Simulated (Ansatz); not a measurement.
# Si: an axial (c/a) deformation path

One table from this session's results is given with a row withheld; the runs are named, their logs left out.

Method: DFT r2SCAN, scalar-relativistic, plane waves, PAW, in Ansatz 0.2.0.

## The starting structure

The structure is hexagonal, space group P6/mmm (No. 191). Conventional cell: a = 2.621 Å, b = 2.621 Å, c = 2.466 Å, α = 90.00°, β = 90.00°, γ = 120.00°. Si (site symmetry 6/mmm) is surrounded by 8 Si at 2.47 to 2.62 Å.

Coordinates:

```
CELL_PARAMETERS angstrom
2.62054 0.00000 0.00000
-1.31027 2.26946 0.00000
0.00000 0.00000 2.46635
ATOMIC_POSITIONS crystal
Si 0.00000 0.00000 0.00000
```

The structure comes from the Materials Project (structure only).

Set-up of the first run:

Contents of input.yaml:

```yaml
crystal:
  lattice:
    - [2.6205428149, 0.0, 0.0]
    - [-1.3102714075, 2.2694566494, 0.0]
    - [0.0, 0.0, 2.46635439]
  atoms:
    - { symbol: Si, position: [0.0, 0.0, 0.0] }
basis:
  ecutwfc: 500
kpoints:
  mp_grid: { grid: [9, 9, 8] }
hamiltonian:
  xc: r2scan
scf:
  occupations: { method: gaussian, width: 0.1 }
output:
  forces: true
  stress: true
  eigenvalues: true
```

Steps of the session up to this table: Probe: one point at the start; The reference: the undisturbed cell on the scan's mesh; At ρ = 0.850; ρ = 1.200; ρ = 0.920; ρ = 1.100; Point ρ = 0.960; Point ρ = 1.050; At ρ = 0.800; ρ = 1.300.

One of the session's tables, all rows but one given; the rest of the session is left out.

The scan, with free energies counted from the undisturbed cell:

```
    ρ  ΔE (meV/atom)  pressure (GPa)
0.800          511.2            19.1
0.850          237.2            10.8
0.920           53.5             4.6
0.960              ?               ?
1.000            0.0             2.1
1.050           18.8             2.0
1.100           69.9             2.7
1.200          222.6             6.3
1.300          404.2            11.5
```

Estimate the missing values for ρ = 0.960.

Worked estimate for «ΔE (meV/atom)». A straight line through the neighbours (0.920, 53.5) and (1.000, 0.0) gives 53.5 + (0.0 − 53.5) × (0.960 − 0.920) / (1.000 − 0.920) = 26.8; a parabola fitted to 4 rows on both sides gives 8.4.

**Answer.** ΔE (meV/atom): 11.0; pressure (GPa): 2.9. In «ΔE (meV/atom)» the line misses by +15.8 and the parabola by -2.6.
